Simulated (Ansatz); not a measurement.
ClGeH₅O₂Si, SMILES [OH][Ge]([OH])([SiH3])[Cl], a single point in a Gaussian basis

Computed with Ansatz's Python interface.

Input file `clgeh5o2si.xyz`:
```text
10

O    -1.09370    1.83080    0.13490
Ge    0.09450    0.70520   -0.42360
O     1.69300    1.35110   -0.06260
Si   -0.13200   -1.29730    0.66660
Cl   -0.08380    0.39530   -2.57620
H    -2.00490    1.46950   -0.11990
H     2.37590    0.65710   -0.37560
H    -1.50580   -1.81530    0.35400
H    -0.07720   -1.08370    2.16260
H     0.81710   -2.26390    0.24270
```

Script `clgeh5o2si.py`:
```python
"""Single point of ClGeH5O2Si in a Gaussian basis."""

from dataclasses import dataclass
import json

import ansatz
import numpy as np
import pandas as pd


@dataclass
class Options:
    basis_set: str = "6-31G*"
    xc: str = "REVPBE0"


cfg = Options()


def main() -> None:
    mol = ansatz.Crystal.molecule_from_extxyz("clgeh5o2si.xyz")

    calculation = (
        mol.calculation()
        .basis(gaussian=cfg.basis_set)
        .functional(cfg.xc)
        .forces()
    )
    done = calculation.run(threads=1)
    r = done.report

    for key in ("converged", "free_energy_ev", "reference_energy_ev", "n_frozen", "n_occupied", "n_virtual"):
        print(f"{key:22s} {r[key]}")

    symbols = [site.symbol for site in mol.cartesian_sites]
    print("forces (eV/A)")
    for symbol, f in zip(symbols, r["forces_ev_ang"]):
        print(f"  {symbol:2s} {f[0]:9.4f} {f[1]:9.4f} {f[2]:9.4f}")

    charges = r["charge_distribution"]
    table = pd.DataFrame({"atom": symbols, "mulliken": charges["mulliken_charges_e"], "lowdin": charges["lowdin_charges_e"]})
    print(table.round(3).to_string())
    print("dipole (e A):", np.round(charges["dipole_moment_e_ang"], 4) + 0.0)
    with open("clgeh5o2si.json", "w") as handle:
        json.dump({k: r[k] for k in ("free_energy_ev", "reference_energy_ev", "n_occupied", "n_virtual")}, handle, indent=1)


if __name__ == "__main__":
    main()
```

```console
$ python clgeh5o2si.py
converged              True
free_energy_ev         -81077.7566200565
reference_energy_ev    -81077.7566200565
n_frozen               0
n_occupied             [42, 42]
n_virtual              [71, 71]
forces (eV/A)
  O    -2.5462    0.3345   -0.2185
  Ge    0.8121   -0.5509   -0.6444
  O     1.8955   -1.0508   -0.6751
  Si   -1.6623   -0.3133    1.2808
  Cl   -0.0521    0.0619   -0.1619
  H     1.6837    0.8484    0.5103
  H    -1.4681    1.6557    0.6834
  H     0.1409   -0.0034    0.0393
  H     0.1155   -0.0161   -0.4199
  H     1.0810   -0.9658   -0.3939
  atom  mulliken  lowdin
0    O    -0.665  -0.238
1   Ge     0.690  -0.394
2    O    -0.671  -0.260
3   Si     0.148   0.214
4   Cl    -0.235   0.080
5    H     0.438   0.336
6    H     0.428   0.333
7    H    -0.057  -0.030
8    H    -0.041  -0.022
9    H    -0.035  -0.020
dipole (e A): [-0.0808 -0.5289  0.1879]
```

File `clgeh5o2si.json` afterwards:
```json
{
 "free_energy_ev": -81077.7566200565,
 "reference_energy_ev": -81077.7566200565,
 "n_occupied": [
  42,
  42
 ],
 "n_virtual": [
  71,
  71
 ]
}
```

Notes:
- Total energies depend on the basis set; only differences at equal settings carry meaning.
- The geometry is a force-field or estimated start, not a minimum of this method, and the basis set is short of its limit.
- The Löwdin charges here are taken after orthogonalising the functions within each atom; they differ from plain Löwdin charges, and their signs can be unphysical.
- Timing: 8.8 s on 1 thread of Arm Neoverse V1 (shared host), peak memory 0.38 GiB.

(Lines on the test bed's own set-up are left out of the output.)
